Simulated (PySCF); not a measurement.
# F4Pb (Pb(F)4): the cost of one run

Method: r2SCAN, Pb def2-SVP with ECP60, F def2-SVP; scalar-relativistic core potentials, no spin–orbit coupling; program: PySCF 2.14.0.

4 further runs of the same task are left out: 2 for a known fault of the program, 2 that didn't finish.

### Step 1. Starting geometry

5 atoms, charge 0, spin multiplicity 1.

Bond lengths: Pb1–F2 2.015 Å, Pb1–F3 2.015 Å, Pb1–F4 2.015 Å, Pb1–F5 2.015 Å. Angles: F2–Pb1–F3 112.9°, F2–Pb1–F4 102.7°, F2–Pb1–F5 112.9°, F3–Pb1–F4 112.9°, F3–Pb1–F5 102.7°, F4–Pb1–F5 112.9°.

Coordinates:

```xyz
5

Pb    0.00000    0.00000    0.00000
F     1.57390    0.00000    1.25807
F     0.00000    1.57390   -1.25807
F    -1.57390    0.00000    1.25807
F     0.00000   -1.57390   -1.25807
```

Formal oxidation states: Pb +4. An earlier session relaxed this geometry at r2SCAN, Pb def2-SVP with ECP60, F def2-SVP (singlet, point group D2d).

Its energy there is -591.834709 Eh.

### Step 2. Atoms moved at random, σ = 0.1 Å

run.py (the lines that set the calculation) reads:

```python
mol = gto.M(atom='''
Pb     0.05417     0.02356    -0.12407
F      1.52451     0.06638     1.35564
F     -0.01139     1.65930    -1.10260
F     -1.47436    -0.15071     1.27514
F     -0.09292    -1.59853    -1.40410''',
    basis={'Pb': 'def2-SVP', 'F': 'def2-SVP'},
    ecp={'Pb': 'def2-SVP'},
    charge=0, spin=0)
mf = dft.RKS(mol, xc='R2SCAN')
mf.grids.atom_grid = (50, 194)
mf = mf.density_fit()  # fitting sets: Pb def2-universal-JKFIT, F def2-universal-JKFIT
mf.conv_tol = 1e-08; mf.max_cycle = 55
mf.kernel(dm0)  # dm0: the density of the relaxed state
```

The run is started by

```sh
> OMP_NUM_THREADS=2 python run.py
```

**Question.** How long does this run take on 2 threads of Arm Neoverse V2, shared host?

About 2.5 s.
